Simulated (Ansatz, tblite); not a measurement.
# Al5Sb4 zinc blende off sphere (Al5Sb4H16−): a ladder of methods and basis sets

One table from this session's results is given with a row withheld; the runs are named, their logs left out.

Program: Ansatz 0.2.0, Gaussian basis. Level of theory: as each input shows. These are calculated values, not measurements.

Plan: GFN1-xTB, GFN2-xTB, PBE-D4/def2-TZVP, r2SCAN-D4/def2-TZVP, BHLYP-D4/def2-TZVP, HSE06-D4/def2-TZVP, B3LYP-D4/def2-TZVP, PBE-D4/def2-SVP, PBE0-D4/def2-SVP, CCSD(T)/def2-SVP, MP2/def2-TZVP, RPA/def2-TZVP.

1 further run of the same task is left out (set aside as unsound or not needed).

### The structure

The geometry is that of the singlet, from an earlier relaxation (r2SCAN-D4/def2-SVP).

25 atoms, charge -1, spin multiplicity 1.

Bond lengths: Al1–Sb6 2.691 Å, Al1–Sb7 2.735 Å, Al1–H10 1.603 Å, Al1–H11 1.603 Å, Al2–Sb6 2.691 Å, Al2–Sb8 2.734 Å, Al2–H12 1.603 Å, Al2–H13 1.603 Å, Al3–Sb6 2.716 Å, Al3–Sb9 2.717 Å, Al3–H14 1.602 Å, Al3–H15 1.602 Å, Al4–Sb7 2.735 Å, Al4–Sb9 2.691 Å, Al4–H16 1.603 Å, Al4–H17 1.603 Å, Al5–Sb8 2.734 Å, Al5–Sb9 2.690 Å and more. Angles: Sb6–Al1–Sb7 98.7°, Sb6–Al1–H10 113.1°, Sb6–Al1–H11 111.5°, Sb7–Al1–H10 107.3°, Sb7–Al1–H11 104.3°, H10–Al1–H11 119.3°, Sb6–Al2–Sb8 98.8°, Sb6–Al2–H12 113.0°, Sb6–Al2–H13 111.3°, Sb8–Al2–H12 107.5°, Sb8–Al2–H13 104.4°, H12–Al2–H13 119.3°, Sb6–Al3–Sb9 100.7°, Sb6–Al3–H14 108.9°, Sb6–Al3–H15 108.9°, Sb9–Al3–H14 108.8°, Sb9–Al3–H15 108.8°, H14–Al3–H15 119.2° and more.

Sb takes a core potential in the def2 sets. No spin-orbit coupling is included. The ion is computed in the gas phase, without counter-ions or solvent.

PBE0-D4/def2-TZVP was run before; its log isn't repeated, and its numbers join the tables.

Set-up of the first run:

Tight binding, by tblite at 300 K electronic temperature and without a spin-polarisation term:

```python
tblite.interface.Calculator('GFN1-xTB', numbers, positions, charge=-1, uhf=0).singlepoint()
```

Tight binding, by tblite at 300 K electronic temperature and without a spin-polarisation term:

```python
tblite.interface.Calculator('GFN2-xTB', numbers, positions, charge=-1, uhf=0).singlepoint()
```

start.molden holds the orbitals of an earlier run on this state, given as this run's starting guess.

Contents of in.yaml:

```yaml
crystal:
  periodic: [false, false, false]
  atoms:
    - {symbol: Al, position_ang: [0.255452, -3.353879, -0.141339]}
    - {symbol: Al, position_ang: [0.252656, -0.140798, -3.352931]}
    - {symbol: Al, position_ang: [-2.875985, -0.005853, -0.003629]}
    - {symbol: Al, position_ang: [0.246318, 0.139023, 3.352672]}
    - {symbol: Al, position_ang: [0.242729, 3.352437, 0.140663]}
    - {symbol: Sb, position_ang: [-1.138422, -1.481694, -1.480320]}
    - {symbol: Sb, position_ang: [1.407796, -1.744228, 1.745348]}
    - {symbol: Sb, position_ang: [1.402462, 1.750163, -1.747253]}
    - {symbol: Sb, position_ang: [-1.146277, 1.475554, 1.477289]}
    - {symbol: H, position_ang: [1.439843, -3.996167, -1.009322]}
    - {symbol: H, position_ang: [-0.711808, -4.317316, 0.698517]}
    - {symbol: H, position_ang: [1.436037, -1.009593, -3.995704]}
    - {symbol: H, position_ang: [-0.720753, 0.692362, -4.315782]}
    - {symbol: H, position_ang: [-3.685523, -0.983355, 0.974600]}
    - {symbol: H, position_ang: [-3.688110, 0.971224, -0.980042]}
    - {symbol: H, position_ang: [-0.722964, -0.702813, 4.312277]}
    - {symbol: H, position_ang: [1.425455, 1.010180, 4.000119]}
    - {symbol: H, position_ang: [-0.732816, 4.312644, -0.693189]}
    - {symbol: H, position_ang: [1.420324, 3.999613, 1.013870]}
    - {symbol: H, position_ang: [-2.161706, -2.452854, -2.444189]}
    - {symbol: H, position_ang: [2.383230, -2.733246, 2.736604]}
    - {symbol: H, position_ang: [2.718664, -0.970280, 0.977248]}
    - {symbol: H, position_ang: [2.358127, 2.752248, -2.744788]}
    - {symbol: H, position_ang: [2.732950, 0.998643, -0.991310]}
    - {symbol: H, position_ang: [-2.175081, 2.435286, 2.446792]}
basis:
  gaussian: {orbitals: def2-TZVP, fitting: {mean_field: def2-universal-jkfit}, initial_orbitals: start.molden}
total_charge: -1
hamiltonian: {xc: pbe, dispersion: d4}
scf: {omitted_lower_state_checks: [starts]}
output: {forces: true, orbitals: {seedname: orbitals}}
```

On the command line:

```bash
$ ansatz run in.yaml --threads 2 --pin off --events-out ev --progress --plain --max-ram 31744MiB --backend cuda --devices 0, --max-vram 18GiB
```

Steps of the session up to this table: PBE-D4/def2-TZVP; r2SCAN-D4/def2-TZVP; BHLYP-D4/def2-TZVP; HSE06-D4/def2-TZVP; B3LYP-D4/def2-TZVP; PBE-D4/def2-SVP; PBE0-D4/def2-SVP; CCSD(T)/def2-SVP; MP2/def2-TZVP; RPA/def2-TZVP.

One of the session's tables, all rows but one given; the rest of the session is left out.

```
              level  HOMO (eV)  LUMO (eV)  gap (eV)
    PBE-D4/def2-SVP      -3.11       0.56      3.67
   PBE-D4/def2-TZVP      -3.16       0.47      3.63
r2SCAN-D4/def2-TZVP      -3.40       0.55      3.96
 B3LYP-D4/def2-TZVP          ?          ?         ?
   PBE0-D4/def2-SVP      -4.08       1.19      5.26
  PBE0-D4/def2-TZVP      -4.09       1.14      5.23
 HSE06-D4/def2-TZVP      -3.72       0.79      4.50
 BHLYP-D4/def2-TZVP      -4.86       1.97      6.83
```

Estimate the missing values for B3LYP-D4/def2-TZVP.

**Answer.** HOMO (eV): -3.88; LUMO (eV): 1.02; gap (eV): 4.90. In the column «HOMO (eV)» it lies between PBE0-D4/def2-SVP (-4.08) and HSE06-D4/def2-TZVP (-3.72).
